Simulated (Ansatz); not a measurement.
# C₄H₅I: a ladder of functionals and wavefunction methods

One table from this session's results is given with a row withheld; the runs are named, their logs left out.

Method: functionals in def2-TZVPP, the program's frozen cores in correlated methods; program: Ansatz 0.2.0, Gaussian basis.

Levels to be run: PBE-D4, r2SCAN-D4, PBE0-D4, B3LYP-D4, ωB97X-V, ωB97M-V, B2PLYP; CCSD(T)/def2-TZVPP; MP2/def2-QZVPP; extrapolation to the limit.

## The geometry

All runs share one geometry, relaxed beforehand with PBE0-D4 in a triple-zeta def2 set. I takes the def2 core potential; no spin-orbit term is included.

SMILES `C=C=C(C)I`, 10 atoms, charge 0, spin multiplicity 1.

Atoms are counted from 1 here; the program's logs count them from 0.

Bond lengths: C1–C2 1.301 Å, C1–H6 1.086 Å, C1–H7 1.086 Å, C2–C3 1.295 Å, C3–C4 1.491 Å, C3–I5 2.111 Å, C4–H8 1.093 Å, C4–H9 1.093 Å, C4–H10 1.091 Å. Angles: C2–C1–H6 121.2°, C2–C1–H7 121.2°, H6–C1–H7 117.5°, C1–C2–C3 179.5°, C2–C3–C4 127.0°, C2–C3–I5 117.5°, C4–C3–I5 115.5°, C3–C4–H8 110.7°, C3–C4–H9 110.7°, C3–C4–H10 109.9°, H8–C4–H9 107.6°, H8–C4–H10 108.9°, H9–C4–H10 108.9°.

Set-up of the first run:

The input, in.yaml:

```yaml
crystal:
  periodic: [false, false, false]
  atoms:
    - {symbol: C, position_ang: [-1.544650, 1.393391, -0.429148]}
    - {symbol: C, position_ang: [-0.496351, 0.625059, -0.367951]}
    - {symbol: C, position_ang: [0.542452, -0.144394, -0.296700]}
    - {symbol: C, position_ang: [0.837694, -1.157403, 0.757042]}
    - {symbol: I, position_ang: [1.992425, 0.029931, -1.821404]}
    - {symbol: H, position_ang: [-1.552969, 2.372889, 0.039084]}
    - {symbol: H, position_ang: [-2.442042, 1.080779, -0.954204]}
    - {symbol: H, position_ang: [0.934249, -2.153707, 0.318987]}
    - {symbol: H, position_ang: [1.778604, -0.926466, 1.262196]}
    - {symbol: H, position_ang: [0.033689, -1.171379, 1.494996]}
basis:
  gaussian: {orbitals: def2-TZVPP}
hamiltonian: {xc: pbe, dispersion: d4}
output: {forces: true, orbitals: {seedname: orbitals}}
```

Started as:

```bash
ansatz run in.yaml --threads 4 --pin off --events-out ev --progress --plain --max-ram 10444MiB
```

Steps of the session up to this table: PBE-D4 (GGA); r2SCAN-D4 (meta-GGA); PBE0-D4 (hybrid); B3LYP-D4 (hybrid); ωB97X-V (range-separated); ωB97M-V (range-separated); B2PLYP (double hybrid); CCSD(T) in def2-TZVPP; MP2 in def2-QZVPP.

One table of the session follows, with a row left open; its other results are not shown here.

```
            method  atomisation energy (kcal/mol)
            PBE-D4                              ?
         r2SCAN-D4                          962.9
           PBE0-D4                          969.8
          B3LYP-D4                          959.3
           ωB97X-V                          954.0
           ωB97M-V                          956.7
            B2PLYP                          949.1
     HF/def2-TZVPP                          695.0
    MP2/def2-TZVPP                          953.9
   CCSD/def2-TZVPP                          914.4
CCSD(T)/def2-TZVPP                          932.6
           MP2/CBS                          977.7
       CCSD(T)/CBS                          956.4
```

Q: Estimate the row for PBE-D4 from the others.

As computed: atomisation energy (kcal/mol): 991.1. In the column «atomisation energy (kcal/mol)» it is the highest.

To keep in mind: Free atoms (4 C, 1 I, 5 H) were run apart at each level; the atomisation energy is their sum less the molecule, without zero-point or spin-orbit terms.
